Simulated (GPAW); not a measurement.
Write an ASE script for GPAW 26.7.0 that does the following.

```
Task                : stm
Functional          : PBE
Potentials or basis : GPAW PAW data sets (gpaw-data 1.2.1)
Cutoff              : 450 eV
Basis               : pw
k mesh              : 6 × 6 × 1
Occupations         : fermi-dirac, width 0.05 eV
Spin                : no spin polarisation
Maxiter             : 150
Dipole layer        : yes
Bias                : -0.5
Tip height          : 4
Symmetry            : point_group=False
```

The structure of K lies in POSCAR:

```
K
1.0
    4.5345090142      0.0000000000      0.0000000000
   -1.5115030047      4.2751760977      0.0000000000
    0.0000000000      0.0000000000     22.4048222126
K
3
Direct
    0.5000000000      0.5000000000      0.3347493646
    0.0000000000      0.0000000000      0.5000000000
    0.5000000000      0.5000000000      0.6652506354
```

The cell isn't the ideal one: the (1 1 0) slab of K, cut from the database cell, not relaxed.

These files were run (other wordings do the same):

run.py

```python
import numpy as np
from ase.dft.bandgap import bandgap
from ase.dft.stm import STM
from ase.io import read, write
from gpaw import GPAW, PW

atoms = read('POSCAR')
atoms.pbc = (True, True, False)

calc = GPAW(mode=PW(450),
            xc='PBE',
            kpts={'size': (6, 6, 1), 'gamma': True},
            occupations={'name': 'fermi-dirac', 'width': 0.05},
            nbands=36,
            convergence={'density': 1e-05, 'energy': 1e-05, 'bands': 'CBM+2.0'},
            maxiter=150,
            poissonsolver={'dipolelayer': 'xy'},
            symmetry={'point_group': False},
            txt='gpaw.txt')
atoms.calc = calc
energy = atoms.get_potential_energy()
forces = atoms.get_forces()
calc.write('gs.gpw')
write('result.traj', atoms)
print(f'Energy: {energy:.6f} eV')
print('Forces (eV/A):')
print(forces.round(4))
print('Fermi level:', round(calc.get_fermi_level(), 4), 'eV')
print(f'Gap: {bandgap(calc)[0]:.4f} eV, direct: {bandgap(calc, direct=True)[0]:.4f} eV')

v = calc.get_electrostatic_potential().mean(axis=(0, 1))
z = np.arange(len(v)) * atoms.cell[2, 2] / len(v)
ef = calc.get_fermi_level()
np.savetxt('planar.dat', np.c_[z, v], fmt='%.4f')
below, above = np.interp([1.5, atoms.cell[2, 2] - 1.5], z, v) - ef
print(f'Work functions: bottom {below:.4f} eV, top {above:.4f} eV')
print('Dipole moment:', *calc.get_dipole_moment().round(5), 'e A')

atoms.calc = calc
stm = STM(atoms)
bias, ztip = -0.5, atoms.positions[:, 2].max() + 4.0
current = stm.get_averaged_current(bias, ztip)
x, y, height = stm.scan(bias, current)
np.savetxt('stm_height.dat', height - atoms.positions[:, 2].max(), fmt='%.3f')
x, y, image = stm.scan2(bias, ztip)
np.savetxt('stm_current.dat', image / image.mean(), fmt='%.3f')
print(f'Corrugation at constant current: {np.ptp(height):.4f} A')
```

Potentials or basis: GPAW PAW data sets (gpaw-data 1.2.1), pw.

Run with:

```console
$ OMP_NUM_THREADS=1 python run.py
```

It gave:

```yaml
Largest_force: 0.014 eV/Å
Band_gap_on_the_k_mesh: none (metal or under the smearing width)
Dipole_across_the_slab: 0.00 e·Å
Work_function_of_the_upper_face: 2.43 eV
Work_function_of_the_lower_face: 2.43 eV
```

Wall time 2.7 min on 1 thread of Intel(R) Xeon(R) Platinum 8259CL CPU @ 2.50GHz (Skylake/Cascade Lake), on a shared host, peak memory 0.37 GiB.
